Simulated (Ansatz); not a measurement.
# C₃K radical: geometry and frequencies at several levels

An exercise on one series of results from a longer session: the logs are not shown, and one member is left open.

Computed with Ansatz 0.2.0 (the levels named in each step, unless a step's input says otherwise).

### The starting structure

Bond lengths: C1–C2 1.275 Å, C2–C3 1.307 Å, C1–K4 2.544 Å. Angles: C1–C2–C3 173.7°, C2–C1–K4 147.7°.

As a file:

```xyz
4

C     0.0045   -0.6710   -0.5212
C    -0.2053   -1.8848   -0.1935
C    -0.4009   -3.1624    0.0042
K     0.1848    1.7566    0.2183
```

Set-up of the first run:

The input, input.yaml:

```yaml
crystal:
  periodic: [false, false, false]
  atoms:
    - { symbol: C, position_ang: [-0.06647257, -0.66262588, -0.10131343] }
    - { symbol: C, position_ang: [-0.21855114, -1.95394791, -0.16736249] }
    - { symbol: C, position_ang: [-0.37378388, -3.27248955, -0.23513092] }
    - { symbol: K, position_ang: [0.24193758, 1.92750333, 0.01154684] }
magnetization:
  spin_polarized: true
  initial_magnetization: 1
basis:
  gaussian: { orbitals: def2-TZVPP }
hamiltonian:
  xc: pbe0
  dispersion: d4
relax:
  f_tol: 0.002
  max_steps: 150
```

Run with:

```bash
$ ansatz run input.yaml --threads 2 --pin off --max-ram 5120MiB --backend cpu --events-out ev --progress --plain --runs-dir out
```

Steps of the session up to this table: Relaxation, PBE0-D4/def2-TZVPP; Frequencies, PBE0-D4/def2-TZVPP; Relaxation, PBE-D4/def2-TZVPP; Frequencies, PBE-D4/def2-TZVPP; Relaxation, r2SCAN-D4/def2-TZVPP; Frequencies, r2SCAN-D4/def2-TZVPP; Relaxation, B3LYP-D4/def2-TZVPP; Frequencies, B3LYP-D4/def2-TZVPP; Relaxation, B2PLYP/def2-TZVPP.

One table of the session follows, with a row left open; its other results are not shown here.

It belongs to the step «Geometries side by side». 

```
               level  C1–C2 (Å)  C1–K4 (Å)  C2–C3 (Å)  rotational constants (MHz)  dipole (D)
  PBE0-D4/def2-TZVPP     1.2803     2.6051     1.3115                      1558.4       14.58
   PBE-D4/def2-TZVPP     1.2927     2.6058     1.3204                      1546.9       14.31
r2SCAN-D4/def2-TZVPP     1.2846     2.6223     1.3143                      1542.8       14.77
 B3LYP-D4/def2-TZVPP          ?          ?          ?                           ?           ?
   B2PLYP/def2-TZVPP     1.2834     2.6209     1.3119                      1545.3       14.73
```

Estimate the missing values for B3LYP-D4/def2-TZVPP.

As computed: C1–C2 (Å): 1.2803; C1–K4 (Å): 2.6163; C2–C3 (Å): 1.3097; rotational constants (MHz): 1551.3; dipole (D): 14.58.
